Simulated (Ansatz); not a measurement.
Below is the output of a Python script on Ansatz 0.2.0, Python API that makes a ladder of methods at one geometry of IIn. Write a script that gives it. Use (for the species named): MP2, def2-SVP basis, multiplicity 1. The script varies method: mp2, ccsd, ccsd_t, ccsdt_q.

```csv
atom,x (Å),y (Å),z (Å)
In,0.0000,0.0000,0.0000
I,0.0000,0.0000,2.7000
```

Output of `python iin_methods.py`:
```text
Hartree-Fock reference -485.949299 Ha
mp2      total -486.129497 Ha  correlation   -4.9034 eV  (88.1 % of the last)
ccsd     total -486.147255 Ha  correlation   -5.3867 eV  (96.8 % of the last)
ccsd_t   total -486.153080 Ha  correlation   -5.5452 eV  (99.6 % of the last)
ccsdt_q  total -486.153852 Ha  correlation   -5.5661 eV  (100.0 % of the last)
```

One script that gives this output:

Script `iin_methods.py`:
```python
import ansatz as az

geometry_ang = [
    ('In', (0.0, 0.0, 0.0)),
    ('I', (0.0, 0.0, 2.7)),
]
mol = az.Crystal.molecule()
for symbol, xyz in geometry_ang:
    mol = mol.atom(symbol, xyz)

calc = mol.calculation().basis(gaussian='def2-SVP')

methods = ['mp2', 'ccsd', 'ccsd_t', 'ccsdt_q']
reports = [calc.correlation(m).run(threads=1).report for m in methods]
print(f'Hartree-Fock reference {reports[0]["reference_energy_ev"] / 27.211386246:.6f} Ha')
best = reports[-1]['free_energy_ev'] - reports[-1]['reference_energy_ev']
for method, each in zip(methods, reports):
    gained = each['free_energy_ev'] - each['reference_energy_ev']
    print(f'{method:8s} total {each["free_energy_ev"] / 27.211386246:.6f} Ha  correlation {gained:9.4f} eV  ({100 * gained / best:.1f} % of the last)')
```

Total energies depend on the basis set; only differences at equal settings carry meaning. The geometry is a force-field or estimated start, not a minimum of this method, and the basis set is short of its limit. A lower total doesn't mark the better method: functionals have no common bound, and MP2 and coupled cluster aren't variational. def2 sets replace the cores of elements past krypton by effective core potentials. Inner cores stay frozen; a filled d shell under the valence of the heavier atoms is correlated with it. The spin state was assumed, and another may lie lower. Hardware and time: 57 s on 1 thread of AMD EPYC 9B14 (Zen 4) (shared host), peak memory 1.1 GiB.
